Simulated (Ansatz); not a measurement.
Born–Oppenheimer molecular dynamics of a periodic cell of 18 atoms, LiCaVF$_{6}$ (host LiCaVF6, host structure P-31c). It goes on from the last frame of an earlier run, with new velocities.

Level of theory: DFT LDA, scalar-relativistic, plane waves, PAW (Ansatz). Settings: accuracy low, cutoff 420 eV, k mesh 2x2x1, fermi-dirac smearing 0.05 eV, spin collinear.

```yaml
ensemble: NVE (velocity Verlet)
time_step: 1 fs
steps_asked: 100
starting_velocities_drawn_for: 1950 K
seed: 893641
```

Frames 1 fs apart, positions in Å, forces in eV/Å.

Velocities at 70.0 fs (Å/ps):

```
Li 4.23 -10.45 -7.32
Li -13.55 -10.48 18.54
Ca -1.20 4.04 8.80
Ca 2.60 -3.99 -4.62
V -1.17 -7.03 -4.66
V 2.18 -7.01 6.73
F -3.28 11.05 -11.71
F -7.62 -3.39 11.21
F 1.15 -7.70 2.27
F 4.62 -11.19 3.80
F -10.89 3.48 -16.99
F 5.32 14.79 -14.71
F 6.69 8.36 3.83
F 11.02 14.89 -2.45
F -7.45 5.99 12.80
F -0.05 -2.89 -0.87
F -1.30 4.99 -0.84
F -0.46 6.78 -4.80
```

```xyz
18
Lattice="5.2611 0.0000 0.0000 -2.6305 4.5562 0.0000 0.0000 0.0000 9.9954" Properties=species:S:1:pos:R:3:forces:R:3 time_fs=70.0 energy_less_start_eV=0.873 T=1553
Li 0.204 3.012 8.364 -0.70 -0.30 0.30
Li 2.765 1.604 2.951 0.45 -0.50 -0.63
Ca -0.168 -0.155 4.678 0.77 0.55 1.71
Ca 0.006 -0.146 -0.055 -0.42 0.89 1.48
V 2.682 1.601 7.381 -0.14 0.98 0.59
V -0.008 3.129 2.434 0.06 -0.55 -1.68
F 3.585 0.459 6.386 0.72 -1.26 -0.78
F -0.752 4.446 3.783 0.61 -0.39 -0.93
F 3.355 2.945 6.038 -0.63 -0.97 1.56
F 1.896 2.959 8.633 0.10 -0.65 -1.31
F -0.562 1.643 3.685 -0.65 1.00 -1.29
F 0.571 2.138 0.641 -0.02 -0.04 1.62
F 1.055 1.374 6.612 0.09 0.31 0.28
F 3.833 1.381 8.865 0.24 0.27 -1.09
F 1.704 2.728 3.761 -1.08 0.18 -1.36
F -1.686 2.788 1.417 0.29 1.19 1.21
F 1.756 -0.265 8.841 0.68 0.70 -1.05
F 0.737 4.751 1.407 -0.36 -1.41 1.37
18
Lattice="5.2611 0.0000 0.0000 -2.6305 4.5562 0.0000 0.0000 0.0000 9.9954" Properties=species:S:1:pos:R:3:forces:R:3 time_fs=71.0 energy_less_start_eV=0.911 T=1536
Li 0.207 3.001 8.357 -0.75 -0.26 0.37
Li 2.752 1.593 2.969 0.46 -0.47 -0.65
Ca -0.169 -0.151 4.687 0.77 0.60 1.64
Ca 0.008 -0.149 -0.059 -0.48 0.90 1.54
V 2.680 1.594 7.377 -0.02 1.16 0.96
V -0.006 3.122 2.440 -0.01 -0.40 -1.89
F 3.582 0.470 6.374 0.84 -1.43 -0.88
F -0.760 4.443 3.794 0.63 -0.37 -0.94
F 3.356 2.937 6.041 -0.63 -0.88 1.49
F 1.900 2.948 8.636 0.07 -0.63 -1.36
F -0.573 1.647 3.667 -0.61 0.83 -1.13
F 0.577 2.153 0.627 -0.05 -0.06 1.69
F 1.062 1.383 6.616 -0.14 0.26 0.16
F 3.844 1.396 8.863 0.23 0.21 -1.16
F 1.697 2.734 3.774 -1.06 0.14 -1.36
F -1.686 2.785 1.416 0.32 1.21 1.24
F 1.755 -0.259 8.840 0.80 0.67 -1.15
F 0.736 4.757 1.403 -0.37 -1.46 1.43
18
Lattice="5.2611 0.0000 0.0000 -2.6305 4.5562 0.0000 0.0000 0.0000 9.9954" Properties=species:S:1:pos:R:3:forces:R:3 time_fs=72.0 energy_less_start_eV=0.950 T=1518
Li 0.210 2.990 8.351 -0.79 -0.23 0.43
Li 2.740 1.581 2.986 0.46 -0.44 -0.67
Ca -0.170 -0.146 4.696 0.77 0.63 1.55
Ca 0.011 -0.153 -0.063 -0.53 0.89 1.59
V 2.679 1.587 7.372 0.12 1.32 1.32
V -0.004 3.115 2.446 -0.07 -0.25 -2.09
F 3.579 0.480 6.361 0.94 -1.58 -0.97
F -0.767 4.439 3.804 0.66 -0.36 -0.94
F 3.357 2.928 6.044 -0.63 -0.79 1.42
F 1.905 2.936 8.639 0.05 -0.59 -1.41
F -0.585 1.651 3.650 -0.57 0.66 -0.96
F 0.582 2.168 0.613 -0.07 -0.09 1.75
F 1.069 1.391 6.620 -0.39 0.21 0.03
F 3.855 1.411 8.859 0.22 0.15 -1.22
F 1.688 2.740 3.785 -1.04 0.10 -1.35
F -1.686 2.784 1.416 0.35 1.24 1.25
F 1.755 -0.254 8.838 0.90 0.65 -1.23
F 0.736 4.763 1.399 -0.37 -1.50 1.48
18
Lattice="5.2611 0.0000 0.0000 -2.6305 4.5562 0.0000 0.0000 0.0000 9.9954" Properties=species:S:1:pos:R:3:forces:R:3 time_fs=73.0 energy_less_start_eV=0.988 T=1501
Li 0.212 2.979 8.345 -0.82 -0.21 0.49
Li 2.728 1.569 3.003 0.45 -0.40 -0.69
Ca -0.171 -0.142 4.706 0.76 0.65 1.47
Ca 0.013 -0.157 -0.067 -0.58 0.88 1.62
V 2.678 1.581 7.368 0.28 1.45 1.66
V -0.002 3.107 2.452 -0.12 -0.08 -2.28
F 3.577 0.489 6.348 1.03 -1.72 -1.04
F -0.774 4.435 3.814 0.68 -0.34 -0.95
F 3.357 2.920 6.048 -0.62 -0.69 1.35
F 1.910 2.925 8.641 0.02 -0.54 -1.44
F -0.596 1.656 3.631 -0.53 0.47 -0.77
F 0.587 2.183 0.601 -0.10 -0.12 1.81
F 1.075 1.400 6.624 -0.65 0.17 -0.10
F 3.866 1.426 8.855 0.22 0.08 -1.28
F 1.680 2.746 3.796 -1.02 0.06 -1.34
F -1.685 2.782 1.417 0.38 1.25 1.26
F 1.754 -0.248 8.836 0.98 0.63 -1.30
F 0.735 4.768 1.396 -0.37 -1.53 1.52
18
Lattice="5.2611 0.0000 0.0000 -2.6305 4.5562 0.0000 0.0000 0.0000 9.9954" Properties=species:S:1:pos:R:3:forces:R:3 time_fs=74.0 energy_less_start_eV=1.023 T=1485
Li 0.212 2.967 8.339 -0.83 -0.19 0.55
Li 2.716 1.557 3.018 0.44 -0.36 -0.70
Ca -0.172 -0.138 4.716 0.76 0.66 1.38
Ca 0.015 -0.160 -0.070 -0.62 0.86 1.65
V 2.677 1.574 7.364 0.45 1.55 1.97
V 0.001 3.100 2.458 -0.16 0.09 -2.47
F 3.576 0.498 6.335 1.10 -1.83 -1.10
F -0.780 4.431 3.824 0.69 -0.32 -0.95
F 3.357 2.910 6.053 -0.62 -0.59 1.28
F 1.914 2.912 8.642 -0.01 -0.49 -1.46
F -0.608 1.661 3.612 -0.50 0.27 -0.58
F 0.592 2.197 0.589 -0.12 -0.15 1.86
F 1.081 1.409 6.628 -0.91 0.12 -0.23
F 3.878 1.442 8.851 0.23 0.02 -1.32
F 1.670 2.752 3.807 -0.98 0.02 -1.34
F -1.685 2.781 1.418 0.40 1.27 1.26
F 1.754 -0.242 8.833 1.05 0.62 -1.36
F 0.734 4.772 1.394 -0.37 -1.56 1.55
18
Lattice="5.2611 0.0000 0.0000 -2.6305 4.5562 0.0000 0.0000 0.0000 9.9954" Properties=species:S:1:pos:R:3:forces:R:3 time_fs=75.0 energy_less_start_eV=1.052 T=1472
Li 0.211 2.955 8.335 -0.84 -0.17 0.60
Li 2.706 1.544 3.032 0.43 -0.32 -0.71
Ca -0.172 -0.133 4.727 0.76 0.66 1.29
Ca 0.017 -0.163 -0.073 -0.66 0.83 1.66
V 2.676 1.568 7.361 0.63 1.61 2.24
V 0.003 3.093 2.462 -0.18 0.28 -2.65
F 3.575 0.505 6.321 1.14 -1.92 -1.13
F -0.786 4.427 3.833 0.70 -0.30 -0.95
F 3.357 2.901 6.059 -0.61 -0.48 1.20
F 1.919 2.900 8.643 -0.04 -0.43 -1.47
F -0.620 1.665 3.593 -0.48 0.06 -0.38
F 0.598 2.212 0.578 -0.14 -0.19 1.91
F 1.087 1.417 6.631 -1.16 0.08 -0.36
F 3.889 1.457 8.845 0.24 -0.05 -1.35
F 1.661 2.758 3.817 -0.94 -0.01 -1.33
F -1.684 2.781 1.420 0.42 1.29 1.25
F 1.755 -0.235 8.830 1.10 0.61 -1.40
F 0.732 4.775 1.393 -0.36 -1.57 1.58
18
Lattice="5.2611 0.0000 0.0000 -2.6305 4.5562 0.0000 0.0000 0.0000 9.9954" Properties=species:S:1:pos:R:3:forces:R:3 time_fs=76.0 energy_less_start_eV=1.075 T=1461
Li 0.209 2.943 8.331 -0.83 -0.15 0.64
Li 2.696 1.530 3.046 0.41 -0.27 -0.71
Ca -0.172 -0.128 4.737 0.76 0.65 1.20
Ca 0.019 -0.166 -0.075 -0.69 0.80 1.65
V 2.675 1.563 7.358 0.82 1.64 2.47
V 0.005 3.086 2.467 -0.20 0.47 -2.82
F 3.574 0.511 6.307 1.16 -1.97 -1.14
F -0.792 4.423 3.842 0.71 -0.28 -0.95
F 3.356 2.891 6.065 -0.60 -0.37 1.12
F 1.924 2.887 8.643 -0.07 -0.36 -1.47
F -0.633 1.670 3.574 -0.46 -0.15 -0.17
F 0.603 2.226 0.569 -0.17 -0.22 1.95
F 1.092 1.426 6.635 -1.41 0.04 -0.48
F 3.901 1.472 8.839 0.26 -0.12 -1.37
F 1.650 2.765 3.826 -0.89 -0.04 -1.31
F -1.683 2.782 1.423 0.43 1.30 1.22
F 1.757 -0.229 8.825 1.13 0.61 -1.44
F 0.731 4.778 1.392 -0.35 -1.57 1.59
18
Lattice="5.2611 0.0000 0.0000 -2.6305 4.5562 0.0000 0.0000 0.0000 9.9954" Properties=species:S:1:pos:R:3:forces:R:3 time_fs=77.0 energy_less_start_eV=1.091 T=1454
Li 0.206 2.931 8.328 -0.82 -0.14 0.67
Li 2.686 1.516 3.058 0.39 -0.22 -0.71
Ca -0.172 -0.123 4.748 0.75 0.62 1.11
Ca 0.021 -0.168 -0.078 -0.72 0.75 1.63
V 2.674 1.558 7.355 1.02 1.62 2.65
V 0.007 3.079 2.471 -0.21 0.67 -2.97
F 3.574 0.517 6.292 1.15 -2.00 -1.11
F -0.798 4.418 3.850 0.72 -0.26 -0.95
F 3.356 2.881 6.071 -0.59 -0.25 1.04
F 1.928 2.874 8.642 -0.11 -0.28 -1.45
F -0.645 1.675 3.555 -0.44 -0.36 0.04
F 0.608 2.240 0.560 -0.19 -0.25 1.98
F 1.096 1.435 6.638 -1.64 0.00 -0.60
F 3.913 1.487 8.833 0.28 -0.18 -1.37
F 1.639 2.771 3.834 -0.84 -0.07 -1.30
F -1.682 2.783 1.426 0.43 1.31 1.19
F 1.758 -0.222 8.820 1.15 0.61 -1.46
F 0.729 4.779 1.392 -0.34 -1.57 1.60
18
Lattice="5.2611 0.0000 0.0000 -2.6305 4.5562 0.0000 0.0000 0.0000 9.9954" Properties=species:S:1:pos:R:3:forces:R:3 time_fs=78.0 energy_less_start_eV=1.097 T=1452
Li 0.202 2.918 8.326 -0.80 -0.13 0.70
Li 2.677 1.502 3.069 0.37 -0.17 -0.70
Ca -0.172 -0.118 4.760 0.76 0.58 1.01
Ca 0.022 -0.171 -0.079 -0.73 0.71 1.61
V 2.674 1.553 7.353 1.20 1.56 2.78
V 0.009 3.072 2.474 -0.20 0.88 -3.12
F 3.575 0.521 6.276 1.10 -2.00 -1.06
F -0.803 4.414 3.857 0.73 -0.24 -0.95
F 3.354 2.871 6.079 -0.57 -0.12 0.96
F 1.933 2.861 8.640 -0.14 -0.19 -1.42
F -0.658 1.680 3.535 -0.44 -0.58 0.25
F 0.612 2.255 0.552 -0.21 -0.28 2.01
F 1.100 1.444 6.642 -1.84 -0.04 -0.70
F 3.925 1.502 8.825 0.31 -0.25 -1.37
F 1.628 2.777 3.842 -0.79 -0.10 -1.28
F -1.681 2.785 1.430 0.43 1.32 1.14
F 1.761 -0.214 8.814 1.15 0.61 -1.47
F 0.727 4.780 1.393 -0.33 -1.56 1.60
18
Lattice="5.2611 0.0000 0.0000 -2.6305 4.5562 0.0000 0.0000 0.0000 9.9954" Properties=species:S:1:pos:R:3:forces:R:3 time_fs=79.0 energy_less_start_eV=1.093 T=1453
Li 0.197 2.905 8.325 -0.77 -0.11 0.72
Li 2.668 1.487 3.080 0.35 -0.13 -0.69
Ca -0.172 -0.112 4.771 0.77 0.53 0.92
Ca 0.024 -0.173 -0.081 -0.73 0.65 1.57
V 2.673 1.548 7.351 1.37 1.47 2.85
V 0.011 3.065 2.477 -0.18 1.08 -3.25
F 3.576 0.525 6.260 1.03 -1.97 -0.97
F -0.807 4.409 3.865 0.73 -0.22 -0.95
F 3.353 2.861 6.086 -0.55 0.00 0.87
F 1.938 2.848 8.638 -0.18 -0.10 -1.37
F -0.671 1.684 3.516 -0.44 -0.79 0.45
F 0.617 2.269 0.545 -0.22 -0.31 2.03
F 1.102 1.453 6.644 -2.01 -0.07 -0.79
F 3.937 1.517 8.817 0.34 -0.31 -1.35
F 1.617 2.783 3.849 -0.73 -0.12 -1.26
F -1.679 2.788 1.435 0.42 1.32 1.09
F 1.764 -0.206 8.808 1.14 0.62 -1.46
F 0.725 4.781 1.395 -0.31 -1.55 1.60
18
Lattice="5.2611 0.0000 0.0000 -2.6305 4.5562 0.0000 0.0000 0.0000 9.9954" Properties=species:S:1:pos:R:3:forces:R:3 time_fs=80.0 energy_less_start_eV=1.079 T=1460
Li 0.191 2.893 8.325 -0.73 -0.10 0.74
Li 2.660 1.472 3.089 0.32 -0.08 -0.68
Ca -0.171 -0.107 4.783 0.78 0.46 0.81
Ca 0.025 -0.175 -0.082 -0.73 0.60 1.52
V 2.673 1.544 7.351 1.51 1.34 2.86
V 0.013 3.059 2.479 -0.16 1.29 -3.35
F 3.578 0.527 6.243 0.92 -1.91 -0.85
F -0.812 4.404 3.871 0.73 -0.21 -0.95
F 3.351 2.851 6.094 -0.53 0.13 0.79
F 1.942 2.835 8.635 -0.21 0.00 -1.30
F -0.685 1.688 3.497 -0.44 -0.99 0.65
F 0.622 2.283 0.540 -0.24 -0.34 2.05
F 1.104 1.462 6.647 -2.14 -0.10 -0.87
F 3.949 1.532 8.809 0.36 -0.37 -1.32
F 1.605 2.789 3.855 -0.67 -0.13 -1.24
F -1.677 2.791 1.440 0.41 1.33 1.02
F 1.768 -0.199 8.800 1.11 0.62 -1.45
F 0.723 4.780 1.398 -0.30 -1.53 1.58
18
Lattice="5.2611 0.0000 0.0000 -2.6305 4.5562 0.0000 0.0000 0.0000 9.9954" Properties=species:S:1:pos:R:3:forces:R:3 time_fs=81.0 energy_less_start_eV=1.056 T=1470
Li 0.183 2.880 8.326 -0.68 -0.08 0.74
Li 2.653 1.458 3.098 0.30 -0.04 -0.67
Ca -0.170 -0.101 4.795 0.81 0.39 0.71
Ca 0.026 -0.177 -0.082 -0.71 0.54 1.46
V 2.674 1.539 7.350 1.61 1.18 2.81
V 0.015 3.053 2.481 -0.13 1.48 -3.44
F 3.580 0.528 6.226 0.79 -1.83 -0.71
F -0.816 4.399 3.877 0.73 -0.19 -0.95
F 3.349 2.841 6.103 -0.50 0.26 0.70
F 1.946 2.822 8.631 -0.25 0.10 -1.23
F -0.698 1.692 3.479 -0.44 -1.18 0.84
F 0.626 2.296 0.535 -0.25 -0.37 2.06
F 1.104 1.470 6.649 -2.23 -0.13 -0.92
F 3.962 1.546 8.799 0.39 -0.44 -1.28
F 1.593 2.795 3.861 -0.61 -0.14 -1.23
F -1.675 2.795 1.445 0.39 1.33 0.95
F 1.772 -0.190 8.792 1.08 0.62 -1.42
F 0.721 4.779 1.401 -0.29 -1.50 1.57
```

Of the whole run (100 fs, mean temperature of the second half 1537 K): The conserved energy stayed within 0.085 meV per atom of its start (net change 0.069 meV per atom), so the integration is sound. A run of 0.1 ps of so small a system gives no equilibrium averages. No Hubbard correction was used and the magnetic state wasn't searched. Limits of this set-up: coarse k mesh, low accuracy level.

The run took 21 min on 1 thread of AMD EPYC 7R43 64-Core Processor (Zen 3), with other jobs on the host, peak memory 0.65 GiB.
